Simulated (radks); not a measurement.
**Hf⁺ inside a hard spherical wall**

One table from this session's results is given with a row withheld; the runs are named, their logs left out.

The numbers are computed with radks (a radial shooting solver on a logarithmic mesh, Libxc functionals) version 1 (scalar-relativistic Kohn-Sham, PBEsol, spin-unpolarised, spherical densities, point nucleus), except any that are marked as measured or tabulated.

## The atom as given

```
element       : hafnium (Z = 72)
charge        : +1
electrons     : 71
configuration : [Xe] 4f14 5d1 6s2
```

The outer shells:

Hf⁺
```
[Xe] core
4f [↑↓][↑↓][↑↓][↑↓][↑↓][↑↓][↑↓]
5d [↑ ][  ][  ][  ][  ]
6s [↑↓]
```

The first run:

Settings of this run:

```text
Z 72
configuration [Xe] 4f14 5d1 6s2 6p0 7s0 5f0
relativity scalar-relativistic
functional pbe_sol,pbe_sol
spin unpolarised
nucleus point
c 137.035999084
```

Steps of the session up to this table: The free atom; Wall at 10 bohr; Wall at 6 bohr; Wall at 3.5 bohr; Wall at 3 bohr; Wall at 2.5 bohr; Wall at 2 bohr; Wall at 1.5 bohr.

One table of the session follows, with a row left open; its other results are not shown here.

| R (bohr) | E − E(free) (eV) | ε(5d) (eV) | ε(6p, empty) (eV) | ε(7s, empty) (eV) | ε(5f, empty) (eV) |
| --- | --- | --- | --- | --- | --- |
| free | 0.000 | -10.730 | -6.905 | - | - |
| 10 | 0.002 | -10.725 | -6.881 | -2.438 | 0.326 |
| 6 | 0.815 | -10.026 | -5.179 | 6.981 | 5.458 |
| 3.5 | 26.681 | -2.041 | 16.478 | 69.041 | 27.671 |
| 3 | 59.141 | 4.764 | 35.927 | 115.07 | 41.840 |
| 2.5 | ? | ? | ? | ? | ? |
| 2 | 420.17 | 56.327 | 175.03 | 399.94 | 123.52 |
| 1.5 | 1503.7 | 170.94 | 453.25 | 914.18 | 266.23 |

Q: Estimate the row for R (bohr) = 2.5 from the others.

Worked estimate for «E − E(free) (eV)». A straight line through the neighbours (3, 59.141) and (2, 420.17) gives 59.141 + (420.17 − 59.141) × (2.5 − 3) / (2 − 3) = 239.66; a parabola fitted to 4 rows on both sides gives 64.48.

The run gave: E − E(free) (eV): 146.02; ε(5d) (eV): 19.500; ε(6p, empty) (eV): 77.112; ε(7s, empty) (eV): 204.33; ε(5f, empty) (eV): 68.008. In «E − E(free) (eV)» the line misses by +93.64 and the parabola by -81.54.

Shells are not refilled when levels cross, and a hard wall is a model, not a crystal.
